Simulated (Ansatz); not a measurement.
# CHSeSi+ (SMILES C1=[Si+][Se]1): single points off equilibrium

The task here is to estimate one member of a computed series from the others.

Program: Ansatz 0.2.0, Gaussian basis. Level of theory: single points in def2-TZVPP. These are calculated values, not measurements.

Correlated methods freeze the cores. Filled d shells of the heavier atoms are correlated.

## Where the work starts

SMILES `C1=[Si+][Se]1`, 4 atoms, charge 1, spin multiplicity 1.

Atoms are counted from 1 here; the program's logs count them from 0.

Bond lengths: C1–Si2 1.868 Å, C1–Se3 1.778 Å, C1–H4 1.135 Å, Si2–Se3 2.510 Å. Angles: Si2–C1–Se3 87.0°, Si2–C1–H4 148.2°, Se3–C1–H4 124.7°, C1–Si2–Se3 45.0°, C1–Se3–Si2 48.0°.

Coordinates:

```xyz
4
charge 1, multiplicity 1
C     0.3704   -0.1090   -0.0885
Si   -0.3391    1.4715    0.6116
Se   -1.2971   -0.7233   -0.1393
H     1.2893   -0.7079   -0.3792
```

Set-up of the first run:

File run/in.yaml:

```yaml
crystal:
  periodic: [false, false, false]
  atoms:
    - {symbol: C, position_ang: [0.370415, -0.108974, -0.088494]}
    - {symbol: Si, position_ang: [-0.339056, 1.471451, 0.611633]}
    - {symbol: Se, position_ang: [-1.297076, -0.723274, -0.139349]}
    - {symbol: H, position_ang: [1.289254, -0.707858, -0.379215]}
basis:
  gaussian: {orbitals: def2-TZVPP}
total_charge: 1
hamiltonian: {xc: pbe, dispersion: d4}
output: {forces: true}
```

Run with:

```sh
$ ansatz run in.yaml --threads 2 --pin off --events-out ev --progress --plain --max-ram 3481MiB
```

Steps of the session up to this table: PBE-D4/def2-TZVPP; r2SCAN-D4/def2-TZVPP; PBE0-D4/def2-TZVPP; wB97M-V/def2-TZVPP; CCSD(T)/def2-TZVPP.

One table of the session follows, with a row left open; its other results are not shown here.

```
   method  RMS force component (eV/Å)  angle to CCSD(T) forces (°)
   PBE-D4                           ?                            ?
r2SCAN-D4                       0.755                         11.0
  PBE0-D4                       0.763                         19.2
  wB97M-V                       0.779                         23.6
  CCSD(T)                       0.786                    reference
```

Q: Estimate the row for PBE-D4 from the others.

**Answer.** RMS force component (eV/Å): 0.689; angle to CCSD(T) forces (°): 6.2. In the column «RMS force component (eV/Å)» it is the lowest.
